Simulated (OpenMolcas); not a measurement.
**One shape, several levels: triplet AlCl3**

Wanted: a comparison of 6 runs (UHF/6-311+G**, UB3LYP/6-31G*, U-r2SCAN/6-311+G**, U-revPBE/6-311+G**, UB3LYP/6-311+G**, UBHLYP/6-311+G**) of triplet AlCl3. 

The calculation is run with OpenMolcas 26.06.

2 further runs of the same task are left out: 2 set aside as unsound or not needed.

### Step 1. The molecule

The species is AlCl3 (4 atoms), meant as a triplet with charge 0. As SMILES of the parent species, `Cl[Al](Cl)Cl`. Geometry: relaxed at PBE0-D4/def2-TZVP. That shape belongs to the parent species and isn't relaxed for this state.

Bond lengths: Cl1–Al2 2.069 Å, Al2–Cl3 2.069 Å, Al2–Cl4 2.069 Å. Angles: Cl1–Al2–Cl3 120.0°, Cl1–Al2–Cl4 120.0°, Cl3–Al2–Cl4 120.0°.

### Step 2. The energy at UHF/6-311+G(d,p) (run 1)

File mol.xyz:

```xyz
4

Cl    -1.135050    -0.108440     1.726210
Al     0.000010     0.000000    -0.000020
Cl     1.741960    -1.104030    -0.163630
Cl    -0.606920     1.212480    -1.562570
```

File mol.input:

```
* AlCl3 Hartree-Fock
>>> EXPORT MOLCAS_PRINT=2
&gateway
baslib = $CurrDir
coord = mol.xyz
basis = 6-311pGss
group = NoSym
&seward
&scf
uhf
spin = 3
thresholds = 1e-10 1e-07 1e-07 1e-05
prorbitals = 1 2
```

The basis set 6-311+G** is read from a file made from the Basis Set Exchange's data (not shown).

Started as:

```bash
$ export MOLCAS_MEM=1860
$ pymolcas mol.input > mol.log
```

The log of the run:

```text
--- Start Module: gateway ---
[...]
--- Stop Module: gateway /rc=_RC_ALL_IS_WELL_ ---
--- Start Module: seward ---
[...]
      Basis functions          120
--- Stop Module: seward /rc=_RC_ALL_IS_WELL_ ---
[...]
--- Start Module: scf ---
[...]
       Convergence after  27 Iterations
[...]
::    Total SCF energy                              -1620.3857176861
[...]
      Total spin, S                                     1.0123587112
[...]
      Total electronic charge=   64.000000
      Total            charge=   -0.000000
[...]
      Dipole Moment (debye):
      Origin of the operator (angstrom)=   -0.0000    0.0000   -0.0000
                   X= -1.6321E-04               Y= -1.7206E-04               Z= -2.4371E-05           Total=  2.3841E-04
      Quadrupole Moment (debye*angstrom):
[...]
--- Stop Module: scf /rc=_RC_ALL_IS_WELL_ ---
[...]
```

Wall time 37 s (1 thread of Intel Xeon Platinum 8259CL at 2.50GHz (Skylake/Cascade Lake), shared host); peak memory 0.76 GiB.

### Step 3. The energy at UB3LYP/6-31G(d) (spherical functions) (run 2)

File test.inp:

```
* AlCl3 Kohn-Sham DFT

&GATEWAY
 BasLib=$CurrDir
 Coord
 4
 angstrom
 Cl      -1.135050      -0.108440       1.726210
 Al       0.000010       0.000000      -0.000020
 Cl       1.741960      -1.104030      -0.163630
 Cl      -0.606920       1.212480      -1.562570
 Basis=6-31Gs
 Group=NoSym

&SEWARD
 GridInput
 Grid=UltraFine
 End of Grid

&SCF
 UHF
 Spin=3
 KSDFT=B3LYP
 Thresholds=1e-10 1e-07 1e-07 1e-05
 PrOrbitals=1
```

The basis set 6-31G* is read from a file made from the Basis Set Exchange's data (not shown).

Started as:

```bash
$ export MOLCAS_MEM=1860
$ pymolcas test.inp > test.log
```

The log of the run:

```text
--- Start Module: gateway ---
[...]
--- Stop Module: gateway /rc=_RC_ALL_IS_WELL_ ---
--- Start Module: seward ---
[...]
      Basis functions           72
--- Stop Module: seward /rc=_RC_ALL_IS_WELL_ ---
[...]
--- Start Module: scf ---
[...]
       Convergence after  20 Iterations
[...]
::    Total KS-DFT energy                           -1622.9946914961
[...]
      Total spin, S                                     1.0016386884
[...]
      Total electronic charge=   64.000000
      Total            charge=   -0.000000
[...]
      Dipole Moment (debye):
      Origin of the operator (angstrom)=   -0.0000    0.0000   -0.0000
                   X=  8.0174E-07               Y=  7.0650E-05               Z=  1.0398E-04           Total=  1.2571E-04
      Quadrupole Moment (debye*angstrom):
[...]
--- Stop Module: scf /rc=_RC_ALL_IS_WELL_ ---
[...]
```

It took 31 s on 1 thread of Intel Xeon Platinum 8259CL at 2.50GHz (Skylake/Cascade Lake), shared host; peak memory 0.42 GiB.

### Step 4. The energy at U-r2SCAN/6-311+G(d,p) (run 3)

File run.input:

```
* AlCl3 Kohn-Sham DFT
>>> EXPORT MOLCAS_PRINT=2

&gateway
 baslib=$CurrDir
 coord
 4
 angstrom
 Cl      -1.135050      -0.108440       1.726210
 Al       0.000010       0.000000      -0.000020
 Cl       1.741960      -1.104030      -0.163630
 Cl      -0.606920       1.212480      -1.562570
 basis=6-311pGss
 group=NoSym

&seward
 gridinput
 Grid=UltraFine
 End of Grid

&scf
 uhf
 spin=3
 ksdft=2
 1.0 MGGA_X_R2SCAN
 1.0 MGGA_C_R2SCAN
 thresholds=1e-10 1e-07 1e-07 1e-05
 prorbitals=1 1
```

The basis set 6-311+G** is read from a file made from the Basis Set Exchange's data (not shown).

Started as:

```bash
$ export MOLCAS_MEM=1860
$ pymolcas run.input > run.log
```

The log of the run:

```text
--- Start Module: gateway ---
[...]
--- Stop Module: gateway /rc=_RC_ALL_IS_WELL_ ---
--- Start Module: seward ---
[...]
      Basis functions          120
--- Stop Module: seward /rc=_RC_ALL_IS_WELL_ ---
[...]
--- Start Module: scf ---
[...]
       Convergence after  31 Iterations
[...]
::    Total KS-DFT energy                           -1622.9396364614
[...]
      Total spin, S                                     1.0021889318
[...]
      Total electronic charge=   64.000000
      Total            charge=   -0.000000
[...]
      Dipole Moment (debye):
      Origin of the operator (angstrom)=   -0.0000    0.0000   -0.0000
                   X= -2.7091E-05               Y=  1.3652E-04               Z=  8.1455E-05           Total=  1.6127E-04
      Quadrupole Moment (debye*angstrom):
[...]
--- Stop Module: scf /rc=_RC_ALL_IS_WELL_ ---
[...]
```

Run time: 2.2 min. Hardware: 1 thread of Intel Xeon Platinum 8259CL at 2.50GHz (Skylake/Cascade Lake), shared host; peak memory 0.76 GiB.

Runs 4 to 5 aren't shown in full; the table further down has their settings and results.

### Step 5. A single-point energy at UBHLYP/6-311+G(d,p) (run 6)

File geom.xyz:

```xyz
4

Cl    -1.135050    -0.108440     1.726210
Al     0.000010     0.000000    -0.000020
Cl     1.741960    -1.104030    -0.163630
Cl    -0.606920     1.212480    -1.562570
```

File mol.input:

```
>>> EXPORT MOLCAS_PRINT=2

&gateway
  baslib=$CurrDir
  coord=geom.xyz
  basis=6-311pGss
  group=NoSym

&seward
  gridinput
  Grid=UltraFine
  End of Grid

&scf
  uhf
  spin=3
  ksdft=HYB_GGA_XC_BHANDHLYP
  thresholds=1e-10 1e-07 1e-07 1e-05
  prorbitals=1
```

The basis set 6-311+G** is read from a file made from the Basis Set Exchange's data (not shown).

Started as:

```bash
$ export MOLCAS_MEM=1860
$ pymolcas mol.input > mol.log
```

The log of the run:

```text
--- Start Module: gateway ---
[...]
--- Stop Module: gateway /rc=_RC_ALL_IS_WELL_ ---
--- Start Module: seward ---
[...]
      Basis functions          120
--- Stop Module: seward /rc=_RC_ALL_IS_WELL_ ---
[...]
--- Start Module: scf ---
[...]
       Convergence after  26 Iterations
[...]
::    Total KS-DFT energy                           -1623.0339555259
[...]
      Total spin, S                                     1.0042789956
[...]
      Dipole Moment (debye):
      Origin of the operator (angstrom)=   -0.0000    0.0000   -0.0000
                   X=  1.7196E-05               Y=  1.3391E-04               Z=  1.9850E-04           Total=  2.4006E-04
      Quadrupole Moment (debye*angstrom):
[...]
--- Stop Module: scf /rc=_RC_ALL_IS_WELL_ ---
[...]
```

It took 90 s on 1 thread of Intel Xeon Platinum 8259CL at 2.50GHz (Skylake/Cascade Lake), shared host; peak memory 0.76 GiB.

### Step 6. Overview of the runs

```tsv
run	level	integration grid	energy (Eh)	dipole moment (D)	HOMO energy (eV)	⟨S²⟩	wall time
1	UHF/6-311+G**	–	-1620.385718	0.00	-4.75	2.037	37 s
2	UB3LYP/6-31G* (spherical functions)	UltraFine	-1622.994691	0.00	-3.10	2.005	31 s
3	U-r2SCAN/6-311+G**	UltraFine	-1622.939636	0.00	-2.91	2.007	2.2 min
4	U-revPBE/6-311+G**	UltraFine	-1622.758120	0.00	-2.85	2.004	91 s
5	UB3LYP/6-311+G**	UltraFine	-1623.118919	0.00	-3.40	2.005	74 s
6	UBHLYP/6-311+G**	UltraFine	-1623.033956	0.00	-4.03	2.013	90 s
```

### Step 7. Results

```
                                 quantity           value
                      run 6: total energy  -1623.03396 Eh
                     run 6: dipole moment          0.00 D
run 6: HOMO energy (highest over α and β)        -4.03 eV
                              run 6: ⟨S²⟩           2.013
```

What this shows: Totals of different functionals can't be ranked against each other. All runs together took 7.5 min, the longest 2.2 min.
